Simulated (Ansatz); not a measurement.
I need vertical spin-state energies of Cl₂H₂NSSi, SMILES N[Si]([S])(Cl)Cl. Use the Ansatz DFT code, driven from Python. Level of theory (for the species named): PBE0, def2-SVPD basis, multiplicity 2.

```xyz
7

N    -0.1583    1.0951    0.1935
Si    0.0053   -0.4589   -0.3412
S     0.5905   -1.4206    1.4084
Cl   -1.6481   -1.2211   -1.0641
Cl    1.4245   -0.5744   -1.8097
H     0.6778    1.4250    0.6025
H    -0.8304    1.0869    0.9649
```

Script `run_spin.py`:
```python
"""Gap between spin states of Cl2H2NSSi at one geometry."""

import ansatz as az

BASIS = "def2-SVPD"
FUNCTIONAL = "pbe0"


def main() -> None:
    geometry_ang = [
        ("N", [-0.1583, 1.0951, 0.1935]),
        ("Si", [0.0053, -0.4589, -0.3412]),
        ("S", [0.5905, -1.4206, 1.4084]),
        ("Cl", [-1.6481, -1.2211, -1.0641]),
        ("Cl", [1.4245, -0.5744, -1.8097]),
        ("H", [0.6778, 1.425, 0.6025]),
        ("H", [-0.8304, 1.0869, 0.9649]),
    ]
    mol = az.Crystal.molecule()
    for symbol, xyz in geometry_ang:
        mol = mol.atom(symbol, xyz)

    model = mol.calculation()
    model = model.basis(gaussian=BASIS)
    model = model.functional(FUNCTIONAL)
    found = {}
    for unpaired in [1, 3]:
        report = model.spin("collinear", total=unpaired).run().report
        s = unpaired / 2
        found[unpaired] = report["free_energy_ev"]
        print(f"2S+1 = {unpaired + 1}: E = {found[unpaired]:.5f} eV, <S^2> = {abs(report['mean_field']['state']['spin_squared']):.3f} (pure state {s * (s + 1):.2f})")
    lowest = min(found, key=found.get)
    for unpaired, e in found.items():
        print(f"multiplicity {unpaired + 1}: {23.060548 * (e - found[lowest]):.1f} kcal/mol above the lowest")


if __name__ == "__main__":
    main()
```

```console
$ python run_spin.py
2S+1 = 2: E = -45252.82087 eV, <S^2> = 0.755 (pure state 0.75)
2S+1 = 4: E = -45246.68266 eV, <S^2> = 3.758 (pure state 3.75)
multiplicity 2: 0.0 kcal/mol above the lowest
multiplicity 4: 141.6 kcal/mol above the lowest
```

In order: multiplicity 2 (+0.00 eV) and multiplicity 4 (+6.14 eV), all at the one geometry.

Total energies depend on the basis set; only differences at equal settings carry meaning. The geometry is a force-field or estimated start, not a minimum of this method, and the basis set is short of its limit. All parts are taken at fixed geometry, without zero-point energy. The run takes the species as open-shell (spin multiplicity 2), which needn't be its ground state. Finished in 53 s on 1 thread of Arm Neoverse V2 (shared host), peak memory 0.58 GiB.
